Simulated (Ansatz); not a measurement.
C₂H₆AlFS, SMILES C[S][AlH][CH2]F, a single point in a Gaussian basis

Program: the Python package of Ansatz (0.2.0).

`c2h6alfs.xyz`
```text
11

C    -1.54150   -1.21590    0.92980
S    -1.41400    0.62250    1.13780
Al    0.74140    0.67730    0.49280
C     1.31560    0.90220   -1.41940
F     0.74230    2.08550   -1.89640
H    -2.62850   -1.44790    1.17460
H    -1.36610   -1.44680   -0.13460
H    -0.85130   -1.69470    1.58210
H     1.93170    0.52140    1.63910
H     2.34690    0.88210   -1.50870
H     0.78870    0.05740   -1.97640
```

Notebook, run cell by cell (the value of a cell's last expression is shown):

```python
import ansatz as az

BASIS = 'def2-TZVP'
```

```python
molecule = az.Crystal.molecule_from_extxyz('c2h6alfs.xyz')
```

```python
model = (
    molecule.calculation()
    .basis(gaussian=BASIS)
    .functional(az.LibraryFunctional('B2PLYP'))
)
result = model.run()
data = result.report
```

```python
sorted(key for key in data if key.endswith('_ev'))
```

    ['free_energy_ev', 'reference_energy_ev']

```python
data['mean_field']['state']['spin_squared']
```

    -9.237055564881302e-14

```python
print('reference energy %16.6f eV' % data['reference_energy_ev'])
print('total energy     %16.6f eV' % data['free_energy_ev'])
print('occupied orbitals outside the frozen core (up, down):', data['n_occupied'], ' frozen:', data['n_frozen'], ' virtual:', data['n_virtual'])
```

    reference energy    -22305.735253 eV
    total energy        -22313.130905 eV
    occupied orbitals outside the frozen core (up, down): [15, 15]  frozen: 13  virtual: [175, 175]

```python
field = data['mean_field']
print('<S^2> =', round(abs(field['state']['spin_squared']), 4), ' all-electron relativity setting:', field['relativity'])
print('passes:', field['passes'])
if 'symmetry' in field:
    print('occupied orbitals by irrep:', field['symmetry']['occupied'])
```

    <S^2> = 0.0  all-electron relativity setting: none
    passes: {'evaluations': 18, 'products': 25}
    occupied orbitals by irrep: [{'A': 28}, {'A': 28}]

Total energies depend on the basis set; only differences at equal settings carry meaning. The geometry is a force-field or estimated start, not a minimum of this method, and the basis set is short of its limit. For a double hybrid the total adds scaled second-order correlation to the self-consistent reference. It ran for 12 s on 1 thread of AMD EPYC 7B13 (Zen 3) (shared host), peak memory 0.49 GiB.
